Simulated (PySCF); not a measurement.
**CH5BFN (SMILES CB(N)F) at 6 levels**

We compute a comparison of 6 runs (HF/3-21G, BHLYP/cc-pVDZ, SVWN5/cc-pVDZ, r2SCAN/cc-pVDZ, wB97M-V/cc-pVDZ, wB97X/cc-pVDZ) of CH5BFN. Input form: a Python script.

Program for the calculation: PySCF 2.14.0.

3 further runs of the same task are left out: 3 set aside as unsound or not needed.

**1. The system as given**

The species is CH5BFN (9 atoms), meant as a singlet with charge 0. SMILES: `CB(N)F`. Geometry: relaxed at PBE0-D4/def2-TZVP.

Bond lengths: C1–B2 1.566 Å, B2–N3 1.396 Å, B2–F4 1.347 Å, C1–H5 1.094 Å, C1–H6 1.091 Å, C1–H7 1.094 Å, N3–H8 1.006 Å, N3–H9 1.003 Å. Some angles: C1–B2–N3 124.5°, C1–B2–F4 118.6°, N3–B2–F4 116.9°, B2–C1–H5 110.2°, B2–C1–H6 113.8°, B2–C1–H7 110.2°, B2–N3–H8 122.4°, B2–N3–H9 123.0°, H5–C1–H6 108.1°, H5–C1–H7 106.2°.

**2. A single-point energy at HF/3-21G (run 1)**

File job.py:

```python
from pyscf import gto, scf

mol = gto.Mole()
mol.atom = '''
C     -0.428400     0.964700    -0.539000
B      0.098200    -0.482300    -0.251400
N      0.546200    -0.928100     0.993800
F      0.128500    -1.370900    -1.263800
H      0.176600     1.438400    -1.318100
H     -0.424000     1.616300     0.336600
H     -1.450400     0.924300    -0.928000
H      0.878700    -1.865200     1.143700
H      0.563100    -0.343500     1.809000
'''
mol.max_memory = 1860
mol.spin = 0
mol.verbose = 3
mol.basis = '3-21g'
mol.build()

myscf = scf.RHF(mol)
myscf.conv_tol = 1e-10
myscf.kernel()
if not myscf.converged:
    myscf = myscf.newton().run(myscf.mo_coeff, myscf.mo_occ)

e_final = myscf.e_tot
print('E = %.10f Eh' % e_final)
```

Command:

```console
OMP_NUM_THREADS=1 python job.py
```

Standard output:

```text
converged SCF energy = -218.297053744644
E = -218.2970537446 Eh
```

Run time: 0.58 s. Hardware: 1 thread of Arm Neoverse V2, shared host; peak memory 0.1 GiB.

**3. The energy at BHLYP/cc-pVDZ (run 2)**

File job.py:

```python
# CB(N)F
from pyscf import gto, dft

mol = gto.Mole()
mol.atom = '''
C       -0.428400       0.964700      -0.539000
B        0.098200      -0.482300      -0.251400
N        0.546200      -0.928100       0.993800
F        0.128500      -1.370900      -1.263800
H        0.176600       1.438400      -1.318100
H       -0.424000       1.616300       0.336600
H       -1.450400       0.924300      -0.928000
H        0.878700      -1.865200       1.143700
H        0.563100      -0.343500       1.809000
'''
mol.basis = 'cc-pvdz'
mol.verbose = 3
mol.max_memory = 1860
mol.build()

myscf = dft.RKS(mol)
myscf.xc = 'bhandhlyp'
myscf.grids.level = 5
myscf.conv_tol = 1e-10
myscf.kernel()
if not myscf.converged:
    myscf = myscf.newton().run(myscf.mo_coeff, myscf.mo_occ)

etot = myscf.e_tot
print(f'total energy: {etot:.8f} hartree')
```

Command:

```console
OMP_NUM_THREADS=1 python job.py
```

Standard output:

```text
converged SCF energy = -220.582919069597
total energy: -220.58291907 hartree
```

Wall time 15 s (1 thread of Arm Neoverse V2, shared host); peak memory 0.4 GiB.

Runs 3 to 5 aren't shown in full; the table further down has their settings and results.

**4. The energy at wB97X/cc-pVDZ (run 6)**

File input.py:

```python
# CB(N)F
from pyscf import gto, dft

molecule = gto.M(
    atom='''
C     -0.428400     0.964700    -0.539000
B      0.098200    -0.482300    -0.251400
N      0.546200    -0.928100     0.993800
F      0.128500    -1.370900    -1.263800
H      0.176600     1.438400    -1.318100
H     -0.424000     1.616300     0.336600
H     -1.450400     0.924300    -0.928000
H      0.878700    -1.865200     1.143700
H      0.563100    -0.343500     1.809000
''',
    basis='cc-pvdz',
    verbose=4,
    max_memory=1860,
    spin=0,
)

mf = dft.RKS(molecule)
mf.xc = 'wb97x'
mf.conv_tol = 1e-10
mf.grids.level = 5
mf.kernel()
if not mf.converged:
    mf = mf.newton().run(mf.mo_coeff, mf.mo_occ)

e_tot = mf.e_tot
print('E = %.10f Eh' % e_tot)
```

Command:

```console
OMP_NUM_THREADS=1 python input.py
```

Standard output:

```text
PySCF version 2.14.0

[... 78 lines left out ...]
converged SCF energy = -220.634479341879
E = -220.6344793419 Eh
```

It took 21 s on 1 thread of Arm Neoverse V2, shared host; peak memory 0.4 GiB.

**5. The series**

```csv
run,level,integration grid,nlc grid,energy (Eh),dipole moment (D),HOMO energy (eV),LUMO energy (eV),wall time
1,HF/3-21G,–,–,-218.297054,2.44,-11.59,6.15,0.58 s
2,BHLYP/cc-pVDZ,5,–,-220.582919,2.29,-9.39,2.55,15 s
3,SVWN5/cc-pVDZ,5,–,-218.924470,2.24,-6.59,0.64,11 s
4,r2SCAN/cc-pVDZ,5,–,-220.572445,2.22,-6.82,1.25,30 s
5,wB97M-V/cc-pVDZ,5,1,-220.600332,2.22,-10.39,3.53,80 s
6,wB97X/cc-pVDZ,5,–,-220.634479,2.23,-10.49,4.08,21 s
```

**6. What came out**

```
            quantity          value
 run 6: total energy  -220.63448 Eh
run 6: dipole moment         2.23 D
  run 6: HOMO energy      -10.49 eV
  run 6: LUMO energy        4.08 eV
run 6: HOMO–LUMO gap       14.58 eV
```

The dipole moment (its size) runs from 2.22 D (r2SCAN/cc-pVDZ) to 2.44 D (HF/3-21G). The two ends differ in method and basis. The HOMO–LUMO gap runs from 7.23 eV (SVWN5/cc-pVDZ) to 17.75 eV (HF/3-21G). Totals of different functionals can't be ranked against each other. All runs together took 2.6 min, the longest 80 s.
